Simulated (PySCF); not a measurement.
# C3H12Si3: the cost of one run

The runs use PySCF 2.14.0, with density-fitted response routines of our own; the level of theory stands in each step. All values are computed, except where a source is named. Atoms are numbered from 0 throughout.

**1. The starting structure**

18 atoms, charge 0, multiplicity 1; geometry from: GFN2-xTB.

Bonds of the start (Å): C0–C1 1.32, C1–Si2 1.88, Si2–C3 1.91, C3–Si4 1.90, C3–Si5 1.90, C0–H6 1.08, C0–H7 1.08, C1–H8 1.08, Si2–H9 1.47, Si2–H10 1.47, C3–H11 1.09, Si4–H12 1.47, Si4–H13 1.47, Si4–H14 1.46, Si5–H15 1.47, Si5–H16 1.47, Si5–H17 1.46.

**2. Optimising the geometry at PBE0-D3(BJ)/def2-SVP**

What the job is given:

```
{"job": {"xc": "PBE0", "basis": "def2-SVP", "d3": "d3bj", "grid": 1, "kind": "geom"}, "charge": 0, "multiplicity": 1}
C      3.211166    -0.434306    -0.283808
C      2.135421    -0.284565     0.471588
Si     0.740949     0.937242     0.146765
C     -0.826639     0.009262    -0.419928
Si    -2.302601     1.191401    -0.621188
Si    -1.241090    -1.494103     0.670706
H      3.985551    -1.155154    -0.065387
H      3.368463     0.166886    -1.165051
H      2.034482    -0.917402     1.345531
H      1.159440     1.889081    -0.892223
H      0.472144     1.669897     1.392585
H     -0.610560    -0.388248    -1.417044
H     -3.461713     0.464577    -1.149148
H     -1.961995     2.264497    -1.560160
H     -2.657317     1.785090     0.669297
H     -2.506646    -2.100419     0.245063
H     -0.190758    -2.510793     0.547894
H     -1.357057    -1.086626     2.072851
```

The run is started by

```console
$ OMP_NUM_THREADS=1 python probes_run.py task.json out
```

One launch serves the whole session: the jobs run in the order shown.

**Question.** How long does this first job take on 1 thread of Intel Xeon Platinum 8488C, shared host, and how much memory does it need?

About 3.2 min, with a peak of 0.64 GiB.
